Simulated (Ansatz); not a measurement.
**BrH₃SeSi: a ladder of functionals and wavefunction methods**

One table from this session's results is given with a row withheld; the runs are named, their logs left out.

The runs use Ansatz 0.2.0, Gaussian basis; functionals in def2-TZVPP, the program's frozen cores in correlated methods.

Levels to be run: LDA (SPW92), PBE-D4, revPBE-D4, BLYP-D4, r2SCAN-D4, B97M-V, PBE0-D4, B3LYP-D4, r2SCANh-D4, r2SCAN0-D4, HSE06-D4, BHLYP-D4, CAM-B3LYP-D4, LC-ωPBE, ωB97X-V, ωB97M-V, B2PLYP, PBE-QIDH; CCSD(T)/def2-SVP; CCSD(T)/def2-TZVPP; MP2/def2-QZVPP; extrapolation to the limit; RPA on PBE.

## The geometry

An earlier PBE0-D4 in a triple-zeta def2 set relaxation fixed the geometry.

6 atoms, charge 0, spin multiplicity 1.

Atoms are counted from 1 here; the program's logs count them from 0.

Bond lengths: Se1–Si2 2.263 Å, Se1–H4 1.469 Å, Si2–Br3 2.221 Å, Si2–H5 1.479 Å, Si2–H6 1.479 Å. Angles: Si2–Se1–H4 92.5°, Se1–Si2–Br3 113.4°, Se1–Si2–H5 111.1°, Se1–Si2–H6 105.5°, Br3–Si2–H5 106.5°, Br3–Si2–H6 108.3°, H5–Si2–H6 112.0°.

Set-up of the first run:

in.yaml reads:

```yaml
crystal:
  periodic: [false, false, false]
  atoms:
    - {symbol: Se, position_ang: [-1.271578, -1.303086, -0.149156]}
    - {symbol: Si, position_ang: [0.439357, 0.105064, 0.309048]}
    - {symbol: Br, position_ang: [-0.175592, 2.236744, 0.413643]}
    - {symbol: H, position_ang: [-1.380620, -0.824212, -1.533646]}
    - {symbol: H, position_ang: [1.491062, 0.020523, -0.726909]}
    - {symbol: H, position_ang: [0.939572, -0.299031, 1.640820]}
basis:
  gaussian: {orbitals: def2-TZVPP}
hamiltonian: {xc: lda}
output: {orbitals: {seedname: orbitals}}
```

Steps of the session up to this table: LDA; PBE-D4 (GGA); revPBE-D4 (GGA); BLYP-D4 (GGA); r2SCAN-D4 (meta-GGA); B97M-V (meta-GGA); PBE0-D4 (hybrid); B3LYP-D4 (hybrid); r2SCANh-D4 (hybrid); r2SCAN0-D4 (hybrid); HSE06-D4 (hybrid); BHLYP-D4 (hybrid); CAM-B3LYP-D4 (range-separated); LC-ωPBE (range-separated); ωB97X-V (range-separated); ωB97M-V (range-separated); B2PLYP (double hybrid); PBE-QIDH (double hybrid).

One table of the session follows, with a row left open; its other results are not shown here.

It belongs to the step «Frontier levels by functional». 

| functional | HOMO (eV) | gap (eV) |
| --- | --- | --- |
| LDA (SPW92) | -6.44 | 4.78 |
| PBE-D4 | -6.30 | 4.84 |
| revPBE-D4 | -6.25 | 4.88 |
| BLYP-D4 | -6.11 | 4.77 |
| r2SCAN-D4 | -6.58 | 5.41 |
| B97M-V | -6.65 | 5.44 |
| PBE0-D4 | ? | ? |
| B3LYP-D4 | -7.19 | 6.38 |
| r2SCANh-D4 | -7.00 | 6.13 |
| r2SCAN0-D4 | -7.63 | 7.21 |
| HSE06-D4 | -7.05 | 6.09 |
| BHLYP-D4 | -8.42 | 8.77 |
| CAM-B3LYP-D4 | -8.70 | 9.16 |
| LC-ωPBE | -10.07 | 11.70 |
| ωB97X-V | -9.72 | 11.24 |
| ωB97M-V | -9.58 | 10.88 |

Q: Estimate the row for PBE0-D4 from the others.

**Answer.** HOMO (eV): -7.44; gap (eV): 6.86. In the column «HOMO (eV)» it lies between r2SCAN0-D4 (-7.63) and B3LYP-D4 (-7.19).
